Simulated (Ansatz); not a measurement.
# Ni: the cost of one run

Computed with Ansatz 0.2.0 (DFT LDA, scalar-relativistic, plane waves, PAW, unless a step's input says otherwise).

### Step 1. The system as given

Symmetry: Fm-3m, No. 225, cubic system. The conventional cell has a = 3.524 Å, b = 3.524 Å, c = 3.524 Å, α = 90.00°, β = 90.00°, γ = 90.00°. Around Ni (site symmetry m-3m) lie 12 Ni at 2.49 Å.

As a file:

```
Ni
1.0
     0.00000    1.76194    1.76194
     1.76194    0.00000    1.76194
     1.76194    1.76194    0.00000
Ni
1
Direct
  0.00000 0.00000 0.00000
```

The structure rests on an entry of the Crystallography Open Database; cell or positions may have been set otherwise for this series.

### Step 2. Relaxing cell and atoms: Ni, moments +

File input.yaml:

```yaml
crystal:
  lattice:
    - [0.0, 1.761935, 1.761935]
    - [1.761935, 0.0, 1.761935]
    - [1.761935, 1.761935, 0.0]
  atoms:
    - { symbol: Ni, position: [0.0, 0.0, 0.0], spin: 0.7 }
magnetization:
  spin_polarized: true
scf:
  occupations: { method: gaussian, width: 0.05 }
output:
  forces: true
  stress: true
  eigenvalues: true
  populations: true
  write_density: true
  write_potential: true
  elf: true
  volumetric_format: npy
kpoints:
  mp_grid: { grid: [16, 16, 16] }
hamiltonian:
  xc: lda
relax:
  f_tol: 0.01
  adjacent_minimum: "off"
  cell: { stress_tol: 0.05 }
```

Run with:

```sh
$ ansatz run input.yaml --threads 4 --pin off --max-ram 12288MiB --backend cpu --events-out ev --progress --plain --runs-dir out
```

What time and memory should one allow on 4 threads of Intel Xeon Platinum 8259CL at 2.50GHz (Skylake/Cascade Lake), shared host?

About 16 s, with a peak of 0.39 GiB.
